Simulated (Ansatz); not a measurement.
This script for Ansatz 0.2.0, Python API starts 5 runs on AlCo, space group Pm-3m. What input does the engine get in each?

`spiral.py`
```python
import ansatz as az
import numpy as np
import pandas as pd

structure = (
    az.Lattice.of((2.8194, 0.0, 0.0), (0.0, 2.8194, 0.0), (0.0, 0.0, 2.8194))
    .atom('Al', (0.0, 0.0, 0.0))
    .atom('Co', (0.5, 0.5, 0.5), moment=2.5, axis=(1, 0, 0))
)
calc = (
    structure.calculation()
    .functional('PBE')
    .basis(31 * az.Ry)
    .kpoints(mesh=(7, 7, 7))
    .occupations('Fermi-Dirac')
    .scf(tolerance=1e-10)
    .spin('noncollinear')
)
rows = []
for q in [0, 0.125, 0.25, 0.375, 0.5]:
    r = calc.spin_spiral(tuple(q * np.eye(3)[2])).run().report
    rows.append((q, r['free_energy_ev'], float(np.linalg.norm(r['site_moments_nc_mub'], axis=1).max()), r['n_kpoints']))
rows = [(q, 1000 * (e - rows[0][1]), m, nk) for q, e, m, nk in rows]
print(pd.DataFrame(rows, columns=['q', 'F - F(q=0) meV', 'largest moment muB', 'k-points']).round(4).to_string(index=False))
```

Run 1:
```yaml
crystal:
  lattice:
    - [2.8194, 0.0, 0.0]
    - [0.0, 2.8194, 0.0]
    - [0.0, 0.0, 2.8194]
  atoms:
    - { symbol: Al, position: [0.0, 0.0, 0.0] }
    - { symbol: Co, position: [0.5, 0.5, 0.5], spin: 2.5, spin_axis: [1.0, 0.0, 0.0] }
basis:
  ecutwfc: 421.77648681281397
kpoints:
  mp_grid:
    grid: [7, 7, 7]
hamiltonian:
  xc: pbe
magnetization:
  noncollinear: true
  spin_spiral:
    q: [0.0, 0.0, 0.0]
scf:
  convergence:
    dr2_threshold: 1.0e-10
  occupations:
    method: fermi_dirac
```

Run 2, against run 1:
```diff
-    q: [0.0, 0.0, 0.0]
+    q: [0.0, 0.0, 0.125]
```

Run 3, against run 1:
```diff
-    q: [0.0, 0.0, 0.0]
+    q: [0.0, 0.0, 0.25]
```

Run 4, against run 1:
```diff
-    q: [0.0, 0.0, 0.0]
+    q: [0.0, 0.0, 0.375]
```

Run 5, against run 1:
```diff
-    q: [0.0, 0.0, 0.0]
+    q: [0.0, 0.0, 0.5]
```

```console
$ python spiral.py
RunWarning: the starting moments were not kept: the SCF closed with an absolute magnetisation of 2.3e-6 μB, where they sum to 2.5 μB in size (1 site). That is at most 0.1 of that sum. Measured as [...]
    q  F - F(q=0) meV  largest moment muB  k-points
0.000          0.0000                 0.0        20
0.125          0.2015                 0.0        40
0.250          0.5314                 0.0        40
0.375          0.7562                 0.0        40
0.500          0.9456                 0.0        40
```
(Warnings from the package without file and line, shortened, repeats left out.)

Notes:
- The SCF didn't keep the moments it started from (some shrank, vanished or turned); what is printed is the state reached.
- For a metal this k-point mesh is coarse: on a finer one energies can move by several to tens of meV an atom and pressures by half a GPa or more, differences at one mesh by less.
- This cell is a computed structure, which may not be the phase found in nature.
- Spirals without spin-orbit coupling; moments are free to shrink along the scan.
- The whole script took 67 s on 1 thread of Arm Neoverse V2, on a shared host, peak memory 0.44 GiB.
